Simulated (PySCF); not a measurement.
**trifluoroacetamide (C₂H₂F₃NO): electronic excitations and core binding energies**

What electronic excitations and core binding energies should trifluoroacetamide (C₂H₂F₃NO) (`NC(=O)C(F)(F)F`) show?

Computed with PySCF 2.14.0, with density-fitted response routines of our own, on a single molecule in the gas phase. Atoms are numbered from 0 throughout.

## 1. The molecule as given

9 atoms, charge 0, multiplicity 1; geometry from: GFN2-xTB.

Bonds of the start (Å): N0–C1 1.34, C1–O2 1.20, C1–C3 1.56, C3–F4 1.32, C3–F5 1.34, C3–F6 1.35, N0–H7 1.01, N0–H8 1.01.

## 2. Excited states and response: CAM-B3LYP/def2-SVPD

Job settings and geometry (Å):

```
{"job": {"kind": "uv", "xc": "CAM-B3LYP", "basis": "def2-SVPD", "nstates": 8, "ntriplets": 3}, "charge": 0, "multiplicity": 1}
N      1.264327    -0.452000    -0.166749
C      0.419469     0.580344    -0.030386
O      0.707383     1.743810    -0.011605
C     -1.053018     0.086647     0.121973
F     -1.933988     1.075168     0.097066
F     -1.213280    -0.582390     1.277637
F     -1.377728    -0.777999    -0.858114
H      2.248056    -0.259233    -0.270172
H      0.952340    -1.408353    -0.184829
```

With the program's defaults for keys left out, this is: TDDFT CAM-B3LYP/def2-SVPD, vertical, gas phase, core orbitals frozen in the response.

Log:

```text
coarse grid: 8824 points
cycle   1  E = -506.0821982974  dE =  1.417e+00  |g| = 1.226e+00  |ddm| = 3.691e+00
cycle   2  E = -505.6118152222  dE =  4.704e-01  |g| = 2.078e+00  |ddm| = 2.750e+00
cycle   3  E = -506.3654369968  dE = -7.536e-01  |g| = 2.159e-01  |ddm| = 1.810e+00
cycle   4  E = -506.3722413813  dE = -6.804e-03  |g| = 1.047e-01  |ddm| = 2.537e-01
cycle   5  E = -506.3741793940  dE = -1.938e-03  |g| = 1.135e-02  |ddm| = 9.657e-02
cycle   6  E = -506.3742075796  dE = -2.819e-05  |g| = 4.202e-03  |ddm| = 1.719e-02
cycle   7  E = -506.3742122714  dE = -4.692e-06  |g| = 1.178e-03  |ddm| = 7.471e-03
final grid: 90176 points
cycle   8  E = -506.4465714702  dE = -2.403e-05  |g| = 5.323e-03  |ddm| = 4.423e-02
cycle   9  E = -506.4465666135  dE =  4.857e-06  |g| = 7.594e-03  |ddm| = 1.020e-02
cycle  10  E = -506.4465765833  dE = -9.970e-06  |g| = 8.334e-04  |ddm| = 5.769e-03
cycle  11  E = -506.4465767028  dE = -1.195e-07  |g| = 2.421e-04  |ddm| = 9.118e-04
cycle  12  E = -506.4465767148  dE = -1.205e-08  |g| = 6.374e-05  |ddm| = 2.906e-04
cycle  13  E = -506.4465767157  dE = -9.032e-10  |g| = 1.939e-05  |ddm| = 8.026e-05
converged SCF energy = -506.4465767157

Static polarisability (au): isotropic 39.472, principal 31.512 41.178 45.727

Singlet excitations
state   eV       nm        f      main configurations
  1   5.6127    220.9   0.00045   H->L 0.98
  2   7.5117    165.1   0.15266   H-1->L 0.86, H->L+1 0.09
  3   7.8733    157.5   0.01156   H-1->L+1 0.92
  4   8.2183    150.9   0.09671   H->L+1 0.78, H->L+3 0.10
  5   9.0055    137.7   0.00011   H-1->L+2 0.49, H-1->L+3 0.24, H-1->L+5 0.19
  6   9.1419    135.6   0.02493   H->L+2 0.59, H->L+3 0.21, H->L+5 0.11
  7   9.3381    132.8   0.07821   H->L+3 0.60, H->L+2 0.27
  8   9.3978    131.9   0.00733   H-1->L+3 0.67, H-1->L+2 0.18

Triplet excitations (Tamm-Dancoff, eV): 5.0898 5.3166 7.5410
```

Run time: 17 s. Hardware: 1 thread, shared host.

The orbitals next to the gap, with their largest atomic shares:

```
orbital      eV                      atoms
 HOMO−3  -13.87  F4 37 %, F5 28 %, F6 23 %
 HOMO−2  -13.69  O2 26 %, F4 26 %, C1 15 %
 HOMO−1  -10.40  N0 48 %, O2 33 %, C1 11 %
   HOMO  -10.12   O2 67 %, C1 11 %, C3 8 %
   LUMO    0.45  C1 35 %, O2 28 %, N0 14 %
 LUMO+1    0.93  H8 23 %, H7 16 %, N0 16 %
 LUMO+2    1.89  H7 24 %, C3 16 %, F4 12 %
```

With each of the 8 states as a Gaussian band of 0.4 eV half-width at 1/e, the curve within the window shown has maxima at 164 nm (ε 6,600), 133 nm (ε 4,300) L/(mol cm). Beyond the last state computed it falls off for lack of states. The curve at chosen wavelengths:

| nm | ε (L/mol/cm) |
| --- | --- |
| 128 | 1726 |
| 133 | 4263 |
| 138 | 2596 |
| 142 | 1448 |
| 147 | 3015 |
| 152 | 4554 |
| 157 | 4937 |
| 161 | 6021 |
| 166 | 6431 |
| 171 | 4177 |
| 176 | 1645 |
| 180 | 570 |
| 185 | 109 |
| 190 | 15 |
| 195 | 2 |
| 199 | 2 |
| 204 | 5 |
| 209 | 9 |
| 214 | 15 |
| 218 | 18 |
| 223 | 18 |
| 228 | 15 |
| 233 | 11 |
| 237 | 7 |
| 242 | 4 |
| 247 | 2 |

Ground-state properties from the same run:

```
           property  computed
  dipole moment (D)      3.94
polarisability (Å³)      5.85
 HOMO–LUMO gap (eV)     10.58
      −ε(HOMO) (eV)     10.12
```

## 3. X-ray photoelectron lines: SCAN, X2C

Settings changed since step 2:

```diff
@@ -1,2 +1,2 @@
-{"job": {"kind": "uv", "xc": "CAM-B3LYP", "basis": "def2-SVPD", "nstates": 8, "ntriplets": 3}, "charge": 0, "multiplicity": 1}
+{"job": {"kind": "xps"}, "charge": 0, "multiplicity": 1}
 N      1.264327    -0.452000    -0.166749
```

With the program's defaults for keys left out, this is: delta-SCF UKS SCAN, pcX-2 on the ionised atom, pcseg-1 elsewhere, spin-free X2C.

Log:

```text
ground state, core basis on atom 0 (N), 139 functions
  cycle   1  E = -506.86541999  |g| = 1.10e+00
  cycle   2  E = -505.66772029  |g| = 2.68e+00
  cycle   3  E = -507.05025940  |g| = 4.37e-01
  cycle   4  E = -507.08159681  |g| = 1.82e-01
  cycle   5  E = -507.08781122  |g| = 3.85e-02
  cycle   6  E = -507.08815178  |g| = 1.04e-02
  cycle   7  E = -507.08817285  |g| = 4.28e-03
  cycle   8  E = -507.08817555  |g| = 1.04e-03
  cycle   9  E = -507.08817791  |g| = 4.15e-04
  E(ground) = -507.08742665 Eh
hole in N 1s of atom 0
  cycle   1  E = -491.44120336  |g| = 1.86e+00
  cycle   2  E = -490.55345446  |g| = 2.25e+00
  cycle   3  E = -491.83529218  |g| = 8.54e-01
  cycle   4  E = -491.98902967  |g| = 5.94e-01
  cycle   5  E = -492.12439671  |g| = 6.08e-02
  cycle   6  E = -492.12560523  |g| = 2.41e-02
  cycle   7  E = -492.12580573  |g| = 9.48e-03
  cycle   8  E = -492.12583143  |g| = 4.43e-03
  cycle   9  E = -492.12583794  |g| = 9.85e-04
  cycle  10  E = -492.12583819  |g| = 5.51e-04
  cycle  11  E = -492.12583943  |g| = 2.62e-04
  E(ion) = -492.12465600 Eh   <S^2> = 0.7643   hole on atom = 1.000   binding energy = 407.158 eV
ground state, core basis on atom 1 (C), 139 functions
  cycle   1  E = -507.08276385  |g| = 5.76e-02
  cycle   2  E = -507.08277321  |g| = 1.36e-02
  cycle   3  E = -507.08275810  |g| = 1.66e-02
  cycle   4  E = -507.08280812  |g| = 2.65e-03
  cycle   5  E = -507.08280989  |g| = 1.03e-03
  cycle   6  E = -507.08281088  |g| = 3.18e-04
  E(ground) = -507.08428696 Eh
hole in C 1s of atom 1
  cycle   1  E = -495.69587460  |g| = 1.51e+00
  cycle   2  E = -494.32512620  |g| = 2.28e+00
  cycle   3  E = -496.11442051  |g| = 5.76e-01
  cycle   4  E = -496.16623117  |g| = 4.20e-01
  cycle   5  E = -496.17532351  |g| = 3.65e-01
  cycle   6  E = -496.23108119  |g| = 8.23e-02
  cycle   7  E = -496.23397469  |g| = 1.46e-02
  cycle   8  E = -496.23407523  |g| = 4.99e-03
  cycle   9  E = -496.23409343  |g| = 2.91e-03
  cycle  10  E = -496.23409882  |g| = 1.70e-03
  cycle  11  E = -496.23410008  |g| = 8.23e-04
  cycle  12  E = -496.23409956  |g| = 3.96e-04
  E(ion) = -496.23585340 Eh   <S^2> = 0.7756   hole on atom = 1.000   binding energy = 295.201 eV
ground state, core basis on atom 2 (O), 139 functions
  cycle   1  E = -507.10331218  |g| = 1.00e-01
  cycle   2  E = -507.10113927  |g| = 1.15e-01
  cycle   3  E = -507.10247134  |g| = 7.90e-02
  cycle   4  E = -507.10366313  |g| = 5.73e-03
  cycle   5  E = -507.10367101  |g| = 1.19e-03
  cycle   6  E = -507.10367197  |g| = 3.97e-04
  E(ground) = -507.10208030 Eh
hole in O 1s of atom 2
  cycle   1  E = -486.49688183  |g| = 2.22e+00
  cycle   2  E = -485.87783128  |g| = 2.27e+00
  cycle   3  E = -487.11623864  |g| = 6.94e-01
  cycle   4  E = -487.17116890  |g| = 5.52e-01
  cycle   5  E = -487.31558552  |g| = 9.01e-02
  cycle   6  E = -487.31879041  |g| = 3.52e-02
  cycle   7  E = -487.31926502  |g| = 1.28e-02
  cycle   8  E = -487.31931733  |g| = 4.36e-03
  cycle   9  E = -487.31932584  |g| = 1.82e-03
  cycle  10  E = -487.31932910  |g| = 1.03e-03
  cycle  11  E = -487.31933145  |g| = 7.38e-04
  cycle  12  E = -487.31933180  |g| = 4.10e-04
  E(ion) = -487.32092700 Eh   <S^2> = 0.7666   hole on atom = 1.000   binding energy = 538.273 eV
ground state, core basis on atom 3 (C), 139 functions
  cycle   1  E = -507.08748025  |g| = 9.77e-02
  cycle   2  E = -507.08109287  |g| = 1.96e-01
  cycle   3  E = -507.08848852  |g| = 3.05e-02
  cycle   4  E = -507.08862177  |g| = 1.79e-02
  cycle   5  E = -507.08868623  |g| = 1.45e-03
  cycle   6  E = -507.08868670  |g| = 5.39e-04
  cycle   7  E = -507.08868788  |g| = 1.11e-04
  E(ground) = -507.08917012 Eh
hole in C 1s of atom 3
  cycle   1  E = -495.57569515  |g| = 1.50e+00
  cycle   2  E = -488.23444161  |g| = 3.77e+00
  cycle   3  E = -495.58144560  |g| = 1.12e+00
  cycle   4  E = -495.97767388  |g| = 5.95e-01
  cycle   5  E = -496.04789875  |g| = 3.63e-01
  cycle   6  E = -496.09600096  |g| = 1.76e-01
  cycle   7  E = -496.10754937  |g| = 2.33e-02
  cycle   8  E = -496.10770645  |g| = 1.20e-02
  cycle   9  E = -496.10774387  |g| = 7.38e-03
  cycle  10  E = -496.10776393  |g| = 1.44e-03
  cycle  11  E = -496.10776581  |g| = 1.19e-03
  cycle  12  E = -496.10776659  |g| = 4.34e-04
  E(ion) = -496.11195167 Eh   <S^2> = 0.7726   hole on atom = 1.000   binding energy = 298.705 eV
ground state, core basis on atom 4 (F), 139 functions
  cycle   1  E = -507.11921854  |g| = 1.19e-01
  cycle   2  E = -507.11877338  |g| = 7.06e-02
  cycle   3  E = -507.11882477  |g| = 6.77e-02
  cycle   4  E = -507.11942829  |g| = 1.01e-02
  cycle   5  E = -507.11944995  |g| = 1.74e-03
  cycle   6  E = -507.11945069  |g| = 5.71e-04
  cycle   7  E = -507.11945110  |g| = 9.28e-05
  E(ground) = -507.12254488 Eh
hole in F 1s of atom 4
  cycle   1  E = -480.71189106  |g| = 2.58e+00
  cycle   2  E = -479.18610502  |g| = 2.64e+00
  cycle   3  E = -481.04383496  |g| = 1.11e+00
  cycle   4  E = -481.54089758  |g| = 3.87e-01
  cycle   5  E = -481.57058850  |g| = 2.26e-01
  cycle   6  E = -481.58281702  |g| = 1.29e-01
  cycle   7  E = -481.58911779  |g| = 4.03e-02
  cycle   8  E = -481.58981994  |g| = 6.72e-03
  cycle   9  E = -481.58983165  |g| = 4.40e-03
  cycle  10  E = -481.58983836  |g| = 7.83e-04
  cycle  11  E = -481.58983898  |g| = 3.79e-04
  E(ion) = -481.60036839 Eh   <S^2> = 0.7570   hole on atom = 1.000   binding energy = 694.494 eV
```

Wall time 31 s (1 thread, shared host).

Binding energies by hole, beside the orbital energy of the ground state; the difference holds orbital relaxation and, for a density functional, its self-interaction error:

```
     hole  stands for                 environment  ΔSCF (eV)  −ε (eV)   ⟨S²⟩
N1s on N0          N0         amide-type nitrogen     407.16    387.6  0.764
C1s on C1          C1       amide carbonyl carbon     295.20    277.5  0.776
O1s on O2          O2  amide-type carbonyl oxygen     538.27    516.7  0.767
C1s on C3          C3                  CF3 carbon     298.71    280.9  0.773
F1s on F4  F4, F5, F6     fluorine of a CF3 group     694.49    668.2  0.757
```

Each hole run stands for the others of its class of like atoms.

## 4. Results

| quantity | value |
| --- | --- |
| lowest singlet (CAM-B3LYP/def2-SVPD) | 5.61 eV (221 nm), f = 0.000 |
| brightest single state of those computed | state 2, 7.51 eV, f = 0.153 |
| lowest triplet | 5.09 eV |
| C1s binding energies, SCAN/pcX-2 | C3 298.71, C1 295.20 eV |
| N1s binding energies, SCAN/pcX-2 | N0 407.16 eV |
| O1s binding energies, SCAN/pcX-2 | O2 538.27 eV |
| F1s binding energies, SCAN/pcX-2 | F4 694.49 eV |

**Reading.** The first singlet state (HOMO→LUMO 0.98) lies at 5.61 eV and is dark; of the 8 states computed, the strongest absorption comes from state 2 at 7.51 eV. The lowest triplet lies 0.52 eV below the lowest singlet (triplets in Tamm-Dancoff, singlets in full TDDFT). The C1s levels kept as sound span 3.50 eV, from C1 (amide carbonyl carbon) up to C3 (CF3 carbon).
